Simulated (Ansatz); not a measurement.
**ClFH₂OSeZr: up Jacob's ladder to CCSD(T)**

An exercise on one series of results from a longer session: the logs are not shown, and one member is left open.

The runs use Ansatz 0.2.0, Gaussian basis; functionals in def2-TZVPP, the program's frozen cores in correlated methods.

Plan: PBE-D4, r2SCAN-D4, PBE0-D4, B3LYP-D4, ωB97X-V, ωB97M-V, B2PLYP; CCSD(T)/def2-TZVPP; MP2/def2-QZVPP; extrapolation to the limit.

### Structure used throughout

All runs share one geometry, relaxed beforehand with PBE0-D4 in a triple-zeta def2 set. Zr takes the def2 core potential; no spin-orbit term is included.

SMILES `[OH][Zr]([F])([Cl])[SeH]`, 7 atoms, charge 0, spin multiplicity 1.

Atoms are counted from 1 here; the program's logs count them from 0.

Bond lengths: O1–Zr2 1.885 Å, O1–H6 0.954 Å, Zr2–F3 1.895 Å, Zr2–Cl4 2.349 Å, Zr2–Se5 2.577 Å, Se5–H7 1.474 Å. Angles: Zr2–O1–H6 171.7°, O1–Zr2–F3 112.2°, O1–Zr2–Cl4 111.3°, O1–Zr2–Se5 105.0°, F3–Zr2–Cl4 108.3°, F3–Zr2–Se5 109.4°, Cl4–Zr2–Se5 110.6°, Zr2–Se5–H7 88.3°.

As a file:

```xyz
7
charge 0, multiplicity 1
O    -1.67455    0.05142   -0.80981
Zr    0.11911   -0.19198   -0.28294
F     0.59147   -2.02366   -0.17088
Cl    1.59847    0.86036   -1.77369
Se    0.27734    0.87840    2.05597
H    -2.54697    0.10879   -1.19201
H     1.63512    0.31668    2.17338
```

The first run:

in.yaml

```yaml
crystal:
  periodic: [false, false, false]
  atoms:
    - {symbol: O, position_ang: [-1.674550, 0.051415, -0.809809]}
    - {symbol: Zr, position_ang: [0.119108, -0.191985, -0.282941]}
    - {symbol: F, position_ang: [0.591472, -2.023657, -0.170884]}
    - {symbol: Cl, position_ang: [1.598472, 0.860360, -1.773694]}
    - {symbol: Se, position_ang: [0.277344, 0.878397, 2.055970]}
    - {symbol: H, position_ang: [-2.546971, 0.108794, -1.192011]}
    - {symbol: H, position_ang: [1.635115, 0.316677, 2.173379]}
basis:
  gaussian: {orbitals: def2-TZVPP}
hamiltonian: {xc: pbe, dispersion: d4}
output: {forces: true, orbitals: {seedname: orbitals}}
```

Run with:

```bash
$ ansatz run in.yaml --threads 2 --pin off --events-out ev --progress --plain --max-ram 32768MiB --backend cpu
```

Steps of the session up to this table: PBE-D4 (GGA); r2SCAN-D4 (meta-GGA); PBE0-D4 (hybrid); B3LYP-D4 (hybrid); ωB97X-V (range-separated); ωB97M-V (range-separated); B2PLYP (double hybrid).

One of the session's tables, all rows but one given; the rest of the session is left out.

It belongs to the step «Frontier levels by functional». 

| functional | HOMO (eV) | LUMO (eV) | gap (eV) |
| --- | --- | --- | --- |
| PBE-D4 | -6.27 | -2.45 | 3.82 |
| r2SCAN-D4 | -6.55 | -2.30 | 4.25 |
| PBE0-D4 | -7.40 | -1.65 | 5.75 |
| B3LYP-D4 | ? | ? | ? |
| ωB97X-V | -9.62 | 0.49 | 10.10 |
| ωB97M-V | -9.48 | 0.37 | 9.85 |

Q: Estimate the row for B3LYP-D4 from the others.

The run gave: HOMO (eV): -7.16; LUMO (eV): -1.85; gap (eV): 5.31. In the column «HOMO (eV)» it lies between PBE0-D4 (-7.40) and r2SCAN-D4 (-6.55).
